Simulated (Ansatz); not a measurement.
Working through vertical spin-state energies of BH4O2SSb, SMILES OB[O][SbH][SH]

Program: Ansatz 0.2.0 through its Python package.

Input file `bh4o2ssb.xyz`:
```text
9

O     0.90660    1.51450    0.96310
B     0.91860    0.11340    1.16550
O    -0.30630   -0.70280    0.97880
Sb   -0.12600   -1.32090   -0.93600
S    -1.95160    0.24570   -1.60570
H     1.10200    1.69820   -0.00190
H     1.95740   -0.37870    1.53400
H    -1.35050   -2.57540   -0.63040
H    -1.06190    1.35970   -1.48460
```

Notebook, run cell by cell (the value of a cell's last expression is shown):

```python
import ansatz as az
```

```python
BASIS = 'def2-TZVP'
XC = 'cam_b3lyp'
```

```python
bh4o2ssb = az.Crystal.molecule_from_extxyz('bh4o2ssb.xyz')

base = bh4o2ssb.calculation().basis(gaussian=BASIS).functional(XC)
found = {}
for unpaired in [0, 2]:
    data = base.spin('collinear', total=unpaired).run(threads=1).report
    s = unpaired / 2
    found[unpaired] = data['free_energy_ev']
    print(f'2S+1 = {unpaired + 1}: E = {found[unpaired]:.5f} eV, <S^2> = {abs(data["mean_field"]["state"]["spin_squared"]):.3f} (pure state {s * (s + 1):.2f})')
lowest = min(found, key=found.get)
for unpaired, e in found.items():
    print(f'multiplicity {unpaired + 1}: {96.485332 * (e - found[lowest]):.1f} kJ/mol above the lowest')
```

    2S+1 = 1: E = -22211.19306 eV, <S^2> = 0.000 (pure state 0.00)
    2S+1 = 3: E = -22207.39299 eV, <S^2> = 2.008 (pure state 2.00)
    multiplicity 1: 0.0 kJ/mol above the lowest
    multiplicity 3: 366.7 kJ/mol above the lowest

In order: multiplicity 1 (+0.00 eV) and multiplicity 3 (+3.80 eV), all at the one geometry.

Total energies depend on the basis set; only differences at equal settings carry meaning. The geometry is a force-field or estimated start, not a minimum of this method, and the basis set is short of its limit. All parts are taken at fixed geometry, without zero-point energy. def2 sets replace the cores of elements past krypton by effective core potentials. Spin-orbit coupling, which mixes and shifts the spin states of heavy atoms, is left out. It ran for 100 s on 1 thread of Arm Neoverse V1, on a shared host, peak memory 1.1 GiB.
